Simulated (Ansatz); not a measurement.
**CdInS2 under changes of volume**

One of the cells (22.078 Å³/atom); the others are scaled copies at fixed shape and fractional positions:

```
In Cd S
1.0
     3.86950    0.00000    0.00000
    -1.93475    3.35108    0.00000
     0.00000    0.00000    6.81053
In Cd S
1 1 2
Direct
  0.00000 0.00000 0.50000
  0.00000 0.00000 0.00000
  0.33333 0.66667 0.24495
  0.66667 0.33333 0.75505
```

The cell comes from a database or a generator and needn't be the stable form of this composition.

| Item | Value |
| --- | --- |
| Program | Ansatz 0.2.0 |
| Functional | PBE |
| Potentials or basis | Ansatz PAW |
| Cutoff | 420 eV (not typed: the program's choice for these potentials) |
| k mesh | 8 × 8 × 4 |
| Occupations | fermi-dirac, width 0.05 eV |
| Spin | no spin polarisation |

| volume (Å³/atom) | energy over the lowest point (meV/atom) | pressure (GPa) | largest force (eV/Å) |
| --- | --- | --- | --- |
| 20.753 | 16.38 | 4.3 | 0.015 |
| 21.195 | 6.77 | 2.7 | 0.028 |
| 21.636 | 1.47 | 1.2 | 0.040 |
| 22.078 | 0.00 | -0.1 | 0.051 |
| 22.520 | 1.93 | -1.2 | 0.061 |
| 22.961 | ? | ? | ? |
| 23.403 | 14.53 | -3.2 | 0.081 |

Problem. What does the run at 22.961 Å³/atom give?

Solution. Energy over the lowest point 6.89 meV/atom; pressure -2.3 GPa; largest force 0.071 eV/Å.

Worked out: A Birch-Murnaghan fit of order 3 (a polynomial in V^(-2/3)) to the other rows has its minimum at 22.04 Å³/atom with B0 = V·E''(V) = 62 GPa and B' = 4.9 at fixed shape and positions, which overstates the stiffness. It gives 6.88 meV/atom at 22.961 Å³/atom, against the run's 6.89, and -dE/dV = -2.3 GPa, against -2.3.

Energies are extrapolated to zero smearing.
